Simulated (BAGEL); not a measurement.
# doublet CH3BClFS+: levels of theory compared

Aim: a comparison of 5 runs (UHF/STO-3G, UHF/3-21G, ROHF/6-31G*, UHF/6-31G*, ROHF/def2-SVP) of doublet CH3BClFS+. 

Program for the calculation: BAGEL 1.2.2.

## 1. The system as given

CH3BClFS+: 8 atoms, total charge +1, spin state doublet. SMILES of the parent species: `CSB(F)Cl`. Geometry: relaxed at PBE0-D4/def2-TZVP. This is one conformer, not always the lowest. That shape belongs to the parent species and isn't relaxed for this state.

Bond lengths: C1–S2 1.811 Å, S2–B3 1.783 Å, B3–F4 1.322 Å, B3–Cl5 1.752 Å, C1–H6 1.089 Å, C1–H7 1.088 Å, C1–H8 1.088 Å. Angles: C1–S2–B3 101.5°, S2–B3–F4 122.0°, S2–B3–Cl5 119.4°, F4–B3–Cl5 118.6°, S2–C1–H6 106.6°, S2–C1–H7 110.7°, S2–C1–H8 110.7°, H6–C1–H7 109.4°, H6–C1–H8 109.4°, H7–C1–H8 110.0°.

## 2. A single-point energy at UHF/STO-3G (density fitting with qzvpp-jkfit) (run 1)

The input, input.json:

```json
{ "bagel": [

{
  "title": "molecule",
  "basis": "sto-3g",
  "df_basis": "qzvpp-jkfit",
  "angstrom": "true",
  "geometry": [
    { "atom": "C", "xyz": [    0.113400,    0.911000,    0.897400 ] },
    { "atom": "S", "xyz": [   -1.115300,    0.193300,   -0.223500 ] },
    { "atom": "B", "xyz": [   -0.151700,   -1.054600,   -1.055700 ] },
    { "atom": "F", "xyz": [    1.126700,   -1.251200,   -0.780800 ] },
    { "atom": "Cl", "xyz": [   -0.911800,   -2.055800,   -2.276100 ] },
    { "atom": "H", "xyz": [   -0.396600,    1.693700,    1.457300 ] },
    { "atom": "H", "xyz": [    0.489500,    0.159600,    1.588700 ] },
    { "atom": "H", "xyz": [    0.937800,    1.347000,    0.336900 ] }
  ]
},
{
  "title": "uhf",
  "charge": 1,
  "nopen": 1
},
{
  "title": "print",
  "file": "orbitals.molden",
  "orbitals": "true"
}

]}
```

Started as:

```bash
$ BAGEL_NUM_THREADS=1 BAGEL input.json > input.out
```

Standard output:

```text
* using 1 threads per process

  ===============================================================
  ===============================================================

  *** Geometry ***

  { "atom" : "C", "xyz" : [      0.214295,      1.721541,      1.695840 ] },
  { "atom" : "S", "xyz" : [     -2.107612,      0.365284,     -0.422354 ] },
  { "atom" : "B", "xyz" : [     -0.286671,     -1.992905,     -1.994984 ] },
[... 4 lines of this table left out ...]
  { "atom" : "H", "xyz" : [      1.772185,      2.545461,      0.636649 ] },

  Number of auxiliary basis functions:      537

  Since a DF basis is specified, we compute 2- and 3-index integrals:
    o Being stored without compression. Storage requirement is 0.006 GB

  Number of basis functions:       36
  Number of electrons      :       56

    * METHOD: MOLECULE                             0.19

  *** Open-shell HF ***

  === Nuclear Repulsion ===
   261.5100317963

      * DIIS with orbital gradients will be used.

  === UHF iteration (sto-3g) ===
      0      -1009.05185275          0.03506026           0.06
      1      -1009.19706012          0.01284693           0.07
      2      -1009.21146460          0.00468916           0.06
[... 12 lines of this table left out ...]
     15      -1009.21393147          0.00000001           0.06
    * SCF iteration converged.

    * S^2 (UHF) is 0.7574

    * Permanent dipole moment:
           (   -0.054835,    -1.784875,    -1.706757) a.u.

    * METHOD: UHF                                  1.10

    * METHOD: PRINT                                0.00

  ===============================================================
```

Wall time 1.4 s (1 thread of Arm Neoverse V2, shared host); peak memory 0.083 GiB.

## 3. The energy at UHF/3-21G (density fitting with qzvpp-jkfit) (run 2)

The input, input.json:

```json
{ "bagel" : [

{
  "title" : "molecule",
  "basis" : "3-21g",
  "df_basis" : "qzvpp-jkfit",
  "angstrom" : true,
  "geometry" : [
    { "atom" : "C", "xyz" : [    0.113400,    0.911000,    0.897400 ] },
    { "atom" : "S", "xyz" : [   -1.115300,    0.193300,   -0.223500 ] },
    { "atom" : "B", "xyz" : [   -0.151700,   -1.054600,   -1.055700 ] },
    { "atom" : "F", "xyz" : [    1.126700,   -1.251200,   -0.780800 ] },
    { "atom" : "Cl", "xyz" : [   -0.911800,   -2.055800,   -2.276100 ] },
    { "atom" : "H", "xyz" : [   -0.396600,    1.693700,    1.457300 ] },
    { "atom" : "H", "xyz" : [    0.489500,    0.159600,    1.588700 ] },
    { "atom" : "H", "xyz" : [    0.937800,    1.347000,    0.336900 ] }
  ]
},
{ "title" : "uhf", "charge" : 1, "nopen" : 1 },
{ "title" : "print", "file" : "orbitals.molden", "orbitals" : true }

]}
```

Started as:

```bash
$ BAGEL_NUM_THREADS=1 BAGEL input.json > input.out
```

Standard output:

```text
* using 1 threads per process

  ===============================================================
  ===============================================================

  *** Geometry ***

  { "atom" : "C", "xyz" : [      0.214295,      1.721541,      1.695840 ] },
  { "atom" : "S", "xyz" : [     -2.107612,      0.365284,     -0.422354 ] },
  { "atom" : "B", "xyz" : [     -0.286671,     -1.992905,     -1.994984 ] },
[... 4 lines of this table left out ...]
  { "atom" : "H", "xyz" : [      1.772185,      2.545461,      0.636649 ] },

  Number of auxiliary basis functions:      537

  Since a DF basis is specified, we compute 2- and 3-index integrals:
    o Being stored without compression. Storage requirement is 0.015 GB

  Number of basis functions:       59
  Number of electrons      :       56

    * METHOD: MOLECULE                             0.20

  *** Open-shell HF ***

  === Nuclear Repulsion ===
   261.5100317963

      * DIIS with orbital gradients will be used.

  === UHF iteration (3-21g) ===
      0      -1015.30217345          0.04046264           0.12
      1      -1015.43129214          0.02456199           0.11
      2      -1015.46013042          0.01509842           0.10
[... 14 lines of this table left out ...]
     17      -1015.47484823          0.00000001           0.11
    * SCF iteration converged.

    * S^2 (UHF) is 0.7572

    * Permanent dipole moment:
           (    0.080289,    -1.808011,    -1.679838) a.u.

    * METHOD: UHF                                  2.04

    * METHOD: PRINT                                0.01

  ===============================================================
```

It took 2.4 s on 1 thread of Arm Neoverse V2, shared host; peak memory 0.1 GiB.

## 4. The energy at ROHF/6-31G(d) (density fitting with qzvpp-jkfit, spherical functions) (run 3)

The input, calc.json:

```json
{ "bagel" : [

{
  "title" : "molecule",
  "basis" : "6-31gs.json",
  "df_basis" : "qzvpp-jkfit",
  "angstrom" : true,
  "geometry" : [
    { "atom" : "C", "xyz" : [       0.113400,       0.911000,       0.897400 ] },
    { "atom" : "S", "xyz" : [      -1.115300,       0.193300,      -0.223500 ] },
    { "atom" : "B", "xyz" : [      -0.151700,      -1.054600,      -1.055700 ] },
    { "atom" : "F", "xyz" : [       1.126700,      -1.251200,      -0.780800 ] },
    { "atom" : "Cl", "xyz" : [      -0.911800,      -2.055800,      -2.276100 ] },
    { "atom" : "H", "xyz" : [      -0.396600,       1.693700,       1.457300 ] },
    { "atom" : "H", "xyz" : [       0.489500,       0.159600,       1.588700 ] },
    { "atom" : "H", "xyz" : [       0.937800,       1.347000,       0.336900 ] }
  ]
},

{ "title" : "rohf", "charge" : 1, "nopen" : 1 },

{ "title" : "print", "file" : "orbitals.molden", "orbitals" : true }

]}
```

The basis set 6-31G* is read from a file made from the Basis Set Exchange's data (not shown).

Started as:

```bash
$ BAGEL_NUM_THREADS=1 BAGEL calc.json > calc.out
```

Standard output:

```text
* using 1 threads per process

  ===============================================================
  ===============================================================

  *** Geometry ***

  { "atom" : "C", "xyz" : [      0.214295,      1.721541,      1.695840 ] },
  { "atom" : "S", "xyz" : [     -2.107612,      0.365284,     -0.422354 ] },
  { "atom" : "B", "xyz" : [     -0.286671,     -1.992905,     -1.994984 ] },
[... 4 lines of this table left out ...]
  { "atom" : "H", "xyz" : [      1.772185,      2.545461,      0.636649 ] },

  Number of auxiliary basis functions:      537

  Since a DF basis is specified, we compute 2- and 3-index integrals:
    o Being stored without compression. Storage requirement is 0.030 GB

  Number of basis functions:       84
  Number of electrons      :       56

    * METHOD: MOLECULE                             0.26

  *** Open-shell HF ***

  === Nuclear Repulsion ===
   261.5100317963

      * DIIS with orbital gradients will be used.

  === ROHF iteration (6-31gs.json) ===
      0      -1020.32163689          0.03450857           0.17
      1      -1020.45699562          0.02170570           0.17
      2      -1020.49530323          0.01360615           0.17
[... 12 lines of this table left out ...]
     15      -1020.51836670          0.00000001           0.16
    * SCF iteration converged.

    * S^2 (ROHF) is 0.7500

    * Permanent dipole moment:
           (    0.273307,    -1.737672,    -1.543800) a.u.

    * METHOD: ROHF                                 2.84

    * METHOD: PRINT                                0.01

  ===============================================================
```

Wall time 3.3 s (1 thread of Arm Neoverse V2, shared host); peak memory 0.13 GiB.

Run 4 isn't shown in full; the table further down has it.

## 5. The energy at ROHF/def2-SVP (density fitting with qzvpp-jkfit) (run 5)

The input, input.json:

```json
{ "bagel" : [

{
  "title" : "molecule",
  "basis" : "svp",
  "df_basis" : "qzvpp-jkfit",
  "angstrom" : "true",
  "geometry" : [
    { "atom" : "C", "xyz" : [       0.113400,       0.911000,       0.897400 ] },
    { "atom" : "S", "xyz" : [      -1.115300,       0.193300,      -0.223500 ] },
    { "atom" : "B", "xyz" : [      -0.151700,      -1.054600,      -1.055700 ] },
    { "atom" : "F", "xyz" : [       1.126700,      -1.251200,      -0.780800 ] },
    { "atom" : "Cl", "xyz" : [      -0.911800,      -2.055800,      -2.276100 ] },
    { "atom" : "H", "xyz" : [      -0.396600,       1.693700,       1.457300 ] },
    { "atom" : "H", "xyz" : [       0.489500,       0.159600,       1.588700 ] },
    { "atom" : "H", "xyz" : [       0.937800,       1.347000,       0.336900 ] }
  ]
},

{
  "title" : "rohf",
  "charge" : 1,
  "nopen" : 1
},

{
  "title" : "print",
  "file" : "orbitals.molden",
  "orbitals" : "true"
}

]}
```

Started as:

```bash
$ BAGEL_NUM_THREADS=1 BAGEL input.json > input.out
```

Standard output:

```text
* using 1 threads per process

  ===============================================================
  ===============================================================

  *** Geometry ***

  { "atom" : "C", "xyz" : [      0.214295,      1.721541,      1.695840 ] },
  { "atom" : "S", "xyz" : [     -2.107612,      0.365284,     -0.422354 ] },
  { "atom" : "B", "xyz" : [     -0.286671,     -1.992905,     -1.994984 ] },
[... 4 lines of this table left out ...]
  { "atom" : "H", "xyz" : [      1.772185,      2.545461,      0.636649 ] },

  Number of auxiliary basis functions:      537

  Since a DF basis is specified, we compute 2- and 3-index integrals:
    o Being stored without compression. Storage requirement is 0.037 GB

  Number of basis functions:       93
  Number of electrons      :       56

    * METHOD: MOLECULE                             0.25

  *** Open-shell HF ***

  === Nuclear Repulsion ===
   261.5100317963

      * DIIS with orbital gradients will be used.

  === ROHF iteration (svp) ===
      0      -1019.96804422          0.03104688           0.19
      1      -1020.09872572          0.01955863           0.20
      2      -1020.13785014          0.01232941           0.19
[... 12 lines of this table left out ...]
     15      -1020.16224210          0.00000000           0.18
    * SCF iteration converged.

    * S^2 (ROHF) is 0.7500

    * Permanent dipole moment:
           (    0.290622,    -1.724895,    -1.525502) a.u.

    * METHOD: ROHF                                 3.17

    * METHOD: PRINT                                0.01

  ===============================================================
```

It took 3.6 s on 1 thread of Arm Neoverse V2, shared host; peak memory 0.15 GiB.

## 6. Overview of the runs

```
run                                                                level   energy (Eh)   ⟨S²⟩  wall time
  1                        UHF/STO-3G (density fitting with qzvpp-jkfit)  -1009.213931  0.757      1.4 s
  2                         UHF/3-21G (density fitting with qzvpp-jkfit)  -1015.474848  0.757      2.4 s
  3  ROHF/6-31G* (density fitting with qzvpp-jkfit, spherical functions)  -1020.518367  0.750      3.3 s
  4   UHF/6-31G* (density fitting with qzvpp-jkfit, spherical functions)  -1020.523057  0.762      3.6 s
  5                     ROHF/def2-SVP (density fitting with qzvpp-jkfit)  -1020.162242  0.750      3.6 s
```

## 7. Results

```
           quantity           value
run 5: total energy  -1020.16224 Eh
        run 5: ⟨S²⟩           0.750
```

In words: In run 1 the basis is minimal, so the values are rough. All runs together took 14 s, the longest 3.6 s.
